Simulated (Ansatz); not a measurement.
# C3H8OSi: one species, many methods

One table from this session's results is given with a row withheld; the runs are named, their logs left out.

Program: Ansatz 0.2.0, Gaussian basis. Level of theory: functionals in def2-TZVPP, the program's frozen cores in correlated methods. These are calculated values, not measurements.

Levels to be run: PBE-D4, r2SCAN-D4, PBE0-D4, B3LYP-D4, ωB97X-V, ωB97M-V, B2PLYP; CCSD(T)/def2-TZVPP; MP2/def2-QZVPP; extrapolation to the limit.

### The geometry

All runs share one geometry, relaxed beforehand with PBE0-D4 in a triple-zeta def2 set.

13 atoms, charge 0, spin multiplicity 1.

Atoms are counted from 1 here; the program's logs count them from 0.

Bond lengths: C1–C2 1.489 Å, C1–H6 1.095 Å, C1–H7 1.094 Å, C1–H8 1.089 Å, C2–C3 1.336 Å, C2–H9 1.085 Å, C3–O4 1.375 Å, C3–Si5 1.868 Å, O4–H10 0.959 Å, Si5–H11 1.489 Å, Si5–H12 1.492 Å, Si5–H13 1.483 Å. Angles: C2–C1–H6 110.9°, C2–C1–H7 110.9°, C2–C1–H8 111.4°, H6–C1–H7 106.7°, H6–C1–H8 108.2°, H7–C1–H8 108.5°, C1–C2–C3 125.4°, C1–C2–H9 117.7°, C3–C2–H9 116.9°, C2–C3–O4 119.3°, C2–C3–Si5 121.1°, O4–C3–Si5 119.6°, C3–O4–H10 110.2°, C3–Si5–H11 110.8°, C3–Si5–H12 109.4°, C3–Si5–H13 109.5°, H11–Si5–H12 106.7°, H11–Si5–H13 110.1° and more.

The first run:

Contents of in.yaml:

```yaml
crystal:
  periodic: [false, false, false]
  atoms:
    - {symbol: C, position_ang: [-1.562022, 1.437185, 0.409411]}
    - {symbol: C, position_ang: [-0.223304, 0.785308, 0.371832]}
    - {symbol: C, position_ang: [0.046891, -0.394124, -0.194300]}
    - {symbol: O, position_ang: [-0.963442, -1.087302, -0.817270]}
    - {symbol: Si, position_ang: [1.780537, -1.088563, -0.197404]}
    - {symbol: H, position_ang: [-1.547840, 2.390049, -0.129812]}
    - {symbol: H, position_ang: [-1.857006, 1.662395, 1.438968]}
    - {symbol: H, position_ang: [-2.326224, 0.803070, -0.038687]}
    - {symbol: H, position_ang: [0.606135, 1.308280, 0.836683]}
    - {symbol: H, position_ang: [-0.664028, -1.967370, -1.053952]}
    - {symbol: H, position_ang: [2.314430, -1.171407, -1.585337]}
    - {symbol: H, position_ang: [1.758942, -2.480368, 0.338342]}
    - {symbol: H, position_ang: [2.657429, -0.231852, 0.636325]}
basis:
  gaussian: {orbitals: def2-TZVPP}
hamiltonian: {xc: pbe, dispersion: d4}
output: {forces: true, orbitals: {seedname: orbitals}}
```

Command:

```console
> ansatz run in.yaml --threads 4 --pin off --events-out ev --progress --plain --max-ram 10444MiB
```

Steps of the session up to this table: PBE-D4 (GGA); r2SCAN-D4 (meta-GGA); PBE0-D4 (hybrid); B3LYP-D4 (hybrid); ωB97X-V (range-separated); ωB97M-V (range-separated); B2PLYP (double hybrid); CCSD(T) in def2-TZVPP; MP2 in def2-QZVPP.

One of the session's tables, all rows but one given; the rest of the session is left out.

It belongs to the step «Atomisation energies». 

```
            method  atomisation energy (kJ/mol)
            PBE-D4                       4992.4
         r2SCAN-D4                       4915.5
           PBE0-D4                       4912.5
          B3LYP-D4                       4906.6
           ωB97X-V                       4912.8
           ωB97M-V                       4914.7
            B2PLYP                            ?
     HF/def2-TZVPP                       3606.4
    MP2/def2-TZVPP                       4841.0
   CCSD/def2-TZVPP                       4714.9
CCSD(T)/def2-TZVPP                       4783.8
           MP2/CBS                       4961.1
       CCSD(T)/CBS                       4903.9
```

**Question.** Estimate the row for B2PLYP.

**Answer.** atomisation energy (kJ/mol): 4852.5. In the column «atomisation energy (kJ/mol)» it lies between MP2/def2-TZVPP (4841.0) and CCSD(T)/CBS (4903.9).
